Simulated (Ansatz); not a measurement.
# Alloy of GaAs and GaN (8 of 32 As sites exchanged), 64 atoms

How does this alloy cell relax, and what gap do PBEsol and r²SCAN give?

Method: density functional theory in Ansatz 0.2.0, PAW datasets, plane waves.

## Step 1: The system as built

64 atoms (32 Ga, 24 As, 8 N); a = 10.739 Å, b = 10.739 Å, c = 10.739 Å, α = 90.00°, β = 90.00°, γ = 90.00°. All atoms were shaken off their sites by about 0.02 Å along each axis.

Steps to follow: (2) PBEsol cell relaxation at the single k point (¼, ¼, ¼), on 1 × NVIDIA H100 80GB HBM3 with 4 threads of AMD EPYC 7R13; (3) r²SCAN single point at the single k point (¼, ¼, ¼), on 1 × NVIDIA H100 80GB HBM3 with 4 threads of AMD EPYC 7R13.

## Step 2: PBEsol relaxation of the cell and the positions

Input file in.yaml:

```yaml
crystal:
  lattice:
    - [10.739060, 0.000000, 0.000000]
    - [0.000000, 10.739060, 0.000000]
    - [0.000000, 0.000000, 10.739060]
  atoms:
    - { symbol: Ga, position: [0.998814, 0.002197, 0.998185] }
    - { symbol: Ga, position: [0.999038, 0.999857, 0.498185] }
    - { symbol: Ga, position: [0.998739, 0.500791, 0.000411] }
    - { symbol: Ga, position: [0.998488, 0.497742, 0.497081] }
    - { symbol: Ga, position: [0.498439, 0.998969, 0.999166] }
    - { symbol: Ga, position: [0.499698, 0.999891, 0.500779] }
    - { symbol: Ga, position: [0.500150, 0.502475, 0.001102] }
    - { symbol: Ga, position: [0.496788, 0.500055, 0.499259] }
    - { symbol: Ga, position: [0.247992, 0.250751, 0.000041] }
    - { symbol: Ga, position: [0.250412, 0.254791, 0.498787] }
    - { symbol: Ga, position: [0.252849, 0.747813, 0.001065] }
    - { symbol: Ga, position: [0.249097, 0.749862, 0.501170] }
    - { symbol: Ga, position: [0.751731, 0.248252, 0.996956] }
    - { symbol: Ga, position: [0.751388, 0.249385, 0.500063] }
    - { symbol: Ga, position: [0.751405, 0.749044, 0.001850] }
    - { symbol: Ga, position: [0.750606, 0.749642, 0.501021] }
    - { symbol: Ga, position: [0.251012, 0.004783, 0.246567] }
    - { symbol: Ga, position: [0.247958, 0.999005, 0.749756] }
    - { symbol: Ga, position: [0.249413, 0.498128, 0.246760] }
    - { symbol: Ga, position: [0.247634, 0.499193, 0.747060] }
    - { symbol: Ga, position: [0.750939, 0.999509, 0.250584] }
    - { symbol: Ga, position: [0.749050, 0.002165, 0.750541] }
    - { symbol: Ga, position: [0.751457, 0.500386, 0.249936] }
    - { symbol: Ga, position: [0.748948, 0.498668, 0.747770] }
    - { symbol: Ga, position: [0.002352, 0.250325, 0.249948] }
    - { symbol: Ga, position: [0.002013, 0.250504, 0.749907] }
    - { symbol: Ga, position: [0.001736, 0.747745, 0.252081] }
    - { symbol: Ga, position: [0.997410, 0.748302, 0.749505] }
    - { symbol: Ga, position: [0.499111, 0.252217, 0.249597] }
    - { symbol: Ga, position: [0.504116, 0.248702, 0.751041] }
    - { symbol: Ga, position: [0.499131, 0.750018, 0.248593] }
    - { symbol: Ga, position: [0.498614, 0.749226, 0.751365] }
    - { symbol: As, position: [0.127133, 0.126296, 0.124452] }
    - { symbol: As, position: [0.123036, 0.625795, 0.124691] }
    - { symbol: As, position: [0.624911, 0.123797, 0.126181] }
    - { symbol: As, position: [0.626491, 0.121984, 0.624056] }
    - { symbol: As, position: [0.625233, 0.628128, 0.124319] }
    - { symbol: As, position: [0.624809, 0.622903, 0.622682] }
    - { symbol: As, position: [0.376685, 0.377194, 0.125098] }
    - { symbol: As, position: [0.377865, 0.375265, 0.621577] }
    - { symbol: As, position: [0.374462, 0.875700, 0.122866] }
    - { symbol: As, position: [0.377703, 0.875072, 0.625048] }
    - { symbol: As, position: [0.873958, 0.372587, 0.122275] }
    - { symbol: As, position: [0.872908, 0.375458, 0.626546] }
    - { symbol: As, position: [0.873823, 0.874900, 0.624571] }
    - { symbol: As, position: [0.375816, 0.124746, 0.372190] }
    - { symbol: As, position: [0.376232, 0.126216, 0.875807] }
    - { symbol: As, position: [0.375588, 0.622694, 0.874475] }
    - { symbol: As, position: [0.872993, 0.126807, 0.373772] }
    - { symbol: As, position: [0.877223, 0.625298, 0.376456] }
    - { symbol: As, position: [0.873568, 0.625620, 0.876504] }
    - { symbol: As, position: [0.122062, 0.371548, 0.374624] }
    - { symbol: As, position: [0.126030, 0.371064, 0.875222] }
    - { symbol: As, position: [0.123201, 0.877667, 0.377885] }
    - { symbol: As, position: [0.620211, 0.375192, 0.375145] }
    - { symbol: As, position: [0.626317, 0.874961, 0.874207] }
    - { symbol: N, position: [0.123848, 0.125126, 0.621545] }
    - { symbol: N, position: [0.124295, 0.622879, 0.624560] }
    - { symbol: N, position: [0.875038, 0.874160, 0.121349] }
    - { symbol: N, position: [0.376269, 0.623673, 0.373096] }
    - { symbol: N, position: [0.876421, 0.125661, 0.874828] }
    - { symbol: N, position: [0.130597, 0.873443, 0.876844] }
    - { symbol: N, position: [0.622130, 0.371962, 0.875835] }
    - { symbol: N, position: [0.626799, 0.877409, 0.373598] }
  symmetry: { detect: false }
kpoints:
  mp_grid: { grid: [1, 1, 1], shift: [0.25, 0.25, 0.25] }
hamiltonian:
  xc: pbesol
scf:
  occupations: { method: fermi_dirac, width: 0.01 }
relax:
  f_tol: 0.03
  max_steps: 80
  escape_saddle: false
  adjacent_minimum: "off"
  cell: { fix: [shape] }
output:
  forces: true
  eigenvalues: true
  populations: true
```

The run is started by

```bash
$ ansatz run in.yaml --threads 4 --pin off --max-ram 38950MiB --runs-dir r --events-out ev --progress --plain --backend cuda --devices 0, --max-vram 37GiB
```

The runs that follow: Single point with r²SCAN.

What does the calculation give? Wanted: for each run, top filled to lowest empty.

As calculated:

| level | time | top filled to lowest empty (eV) |
| --- | --- | --- |
| PBEsol, relaxation | 11 s (GPU) | 0.33 |
| r²SCAN | 8.5 s (GPU) | 0.64 |

```
     quantity                                                                         value
   relaxation                                             8 recorded steps, 16.14 eV gained
largest shift                                                                 0.58 Å (Ga10)
 relaxed cell  a = 10.727 Å, b = 10.727 Å, c = 10.727 Å, α = 90.00°, β = 90.00°, γ = 90.00°
   mean bonds                                                     As–Ga 2.430, Ga–N 2.055 Å
```

**What this shows.** Relaxation gains 16.14 eV, with shifts up to 0.58 Å (Ga10), while the volume changes by -0.3 %. The mean lengths of the listed bonds run from Ga–N 2.05 Å to As–Ga 2.43 Å. Spin–orbit coupling is left out, which matters for the band edges of the heavier elements here. With one k point the spacing samples only the states that fold onto it, so it can exceed the gap over the zone.
